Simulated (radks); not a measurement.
# Taking charge from the 4p level of Se²⁺ in fractions

An exercise on one series of results from a longer session: the logs are not shown, and one member is left open.

Program: radks (a radial shooting solver on a logarithmic mesh, Libxc functionals) version 1. Level of theory: Dirac Kohn-Sham, PBEsol, spin-unpolarised, spherical densities, point nucleus; open shells are shared between the two j in proportion to 2j + 1. These are calculated values, not measurements, unless marked.

## The system

```
element       : selenium (Z = 34)
charge        : +2
electrons     : 32
configuration : [Ar] 3d10 4s2 4p2
```

The outer shells:

Se²⁺
```
[Ar] core
3d [↑↓][↑↓][↑↓][↑↓][↑↓]
4s [↑↓]
4p [↑ ][↑ ][  ]
```

The first run:

The run's settings:

```text
Z 34
configuration [Ar] 3d10 4s2 4p2
relativity Dirac
functional pbe_sol,pbe_sol
spin unpolarised
j_filling average
nucleus point
c 137.035999084
```

Among the steps run: Start: [Ar] 3d10 4s2 4p2.

One table of the session follows, with a row left open; its other results are not shown here.

It belongs to the step «Start: [Ar] 3d10 4s2 4p2». Radial moments (bohr):

```
level     <r>  outermost maximum (interpolated)  90 % within  nodes
3s1/2  0.5742                             0.503        0.857      2
3p1/2  0.5825                             0.495        0.892      1
3p3/2  0.5930                             0.503        0.908      1
3d3/2  0.6262                             0.451         1.04      0
3d5/2  0.6304                             0.453         1.05      0
4s1/2       ?                                 ?            ?      ?
4p1/2   1.963                              1.67         2.93      2
4p3/2   1.993                              1.70         2.97      2
```

Estimate the missing values for 4s1/2.

The run gave: <r>: 1.691; outermost maximum (interpolated): 1.47; 90 % within: 2.49; nodes: 3. In the column «<r>» it lies between 3d5/2 (0.6304) and 4p1/2 (1.963).
